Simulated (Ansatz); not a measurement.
# BrH₂InS₂: one species, many methods

One table from this session's results is given with a row withheld; the runs are named, their logs left out.

Computed with Ansatz 0.2.0, Gaussian basis. Level: functionals in def2-TZVPP, the program's frozen cores in correlated methods.

Plan: LDA (SPW92), PBE-D4, revPBE-D4, BLYP-D4, r2SCAN-D4, B97M-V, PBE0-D4, B3LYP-D4, r2SCANh-D4, r2SCAN0-D4, HSE06-D4, BHLYP-D4, CAM-B3LYP-D4, LC-ωPBE, ωB97X-V, ωB97M-V, B2PLYP, PBE-QIDH; CCSD(T)/def2-SVP; CCSD(T)/def2-TZVPP; MP2/def2-QZVPP; extrapolation to the limit; RPA on PBE.

### The relaxed structure

All runs share one geometry, relaxed beforehand with PBE0-D4 in a triple-zeta def2 set. In takes the def2 core potential; no spin-orbit term is included.

SMILES `[SH][In]([SH])[Br]`, 6 atoms, charge 0, spin multiplicity 1.

Atoms are counted from 1 here; the program's logs count them from 0.

Bond lengths: S1–In2 2.364 Å, S1–H5 1.345 Å, In2–S3 2.368 Å, In2–Br4 2.459 Å, S3–H6 1.344 Å. Angles: In2–S1–H5 93.0°, S1–In2–S3 124.3°, S1–In2–Br4 117.5°, S3–In2–Br4 118.2°, In2–S3–H6 92.4°.

Set-up of the first run:

The input, in.yaml:

```yaml
crystal:
  periodic: [false, false, false]
  atoms:
    - {symbol: S, position_ang: [-1.376071, 1.750087, -0.952100]}
    - {symbol: In, position_ang: [-0.233139, -0.197202, -0.250526]}
    - {symbol: S, position_ang: [1.510344, -0.216468, 1.352116]}
    - {symbol: Br, position_ang: [-0.907546, -2.336659, -1.257651]}
    - {symbol: H, position_ang: [-0.656084, 2.548678, -0.144629]}
    - {symbol: H, position_ang: [1.662496, -1.548435, 1.252799]}
basis:
  gaussian: {orbitals: def2-TZVPP}
hamiltonian: {xc: lda}
output: {orbitals: {seedname: orbitals}}
```

Steps of the session up to this table: LDA; PBE-D4 (GGA); revPBE-D4 (GGA); BLYP-D4 (GGA); r2SCAN-D4 (meta-GGA); B97M-V (meta-GGA); PBE0-D4 (hybrid); B3LYP-D4 (hybrid); r2SCANh-D4 (hybrid); r2SCAN0-D4 (hybrid); HSE06-D4 (hybrid); BHLYP-D4 (hybrid); CAM-B3LYP-D4 (range-separated); LC-ωPBE (range-separated); ωB97X-V (range-separated); ωB97M-V (range-separated); B2PLYP (double hybrid); PBE-QIDH (double hybrid).

One of the session's tables, all rows but one given; the rest of the session is left out.

It belongs to the step «Orbital energies across the functionals». 

```
  functional  HOMO (eV)  LUMO (eV)  gap (eV)
 LDA (SPW92)      -6.76      -3.26      3.50
      PBE-D4      -6.62      -2.96      3.65
   revPBE-D4      -6.56      -2.86      3.71
     BLYP-D4      -6.44      -2.90      3.54
   r2SCAN-D4      -6.92      -2.78      4.13
      B97M-V      -6.96      -2.74      4.22
     PBE0-D4      -7.84      -2.14      5.70
    B3LYP-D4      -7.57      -2.41      5.16
  r2SCANh-D4      -7.36      -2.48      4.88
  r2SCAN0-D4      -8.03      -2.03      6.00
    HSE06-D4      -7.44      -2.50      4.94
    BHLYP-D4      -8.89      -1.26      7.63
CAM-B3LYP-D4      -9.14      -1.20      7.94
     LC-ωPBE     -10.57       0.00     10.57
     ωB97X-V          ?          ?         ?
     ωB97M-V     -10.01      -0.26      9.75
```

Estimate the missing values for ωB97X-V.

As computed: HOMO (eV): -10.19; LUMO (eV): -0.13; gap (eV): 10.05. In the column «HOMO (eV)» it lies between LC-ωPBE (-10.57) and ωB97M-V (-10.01).
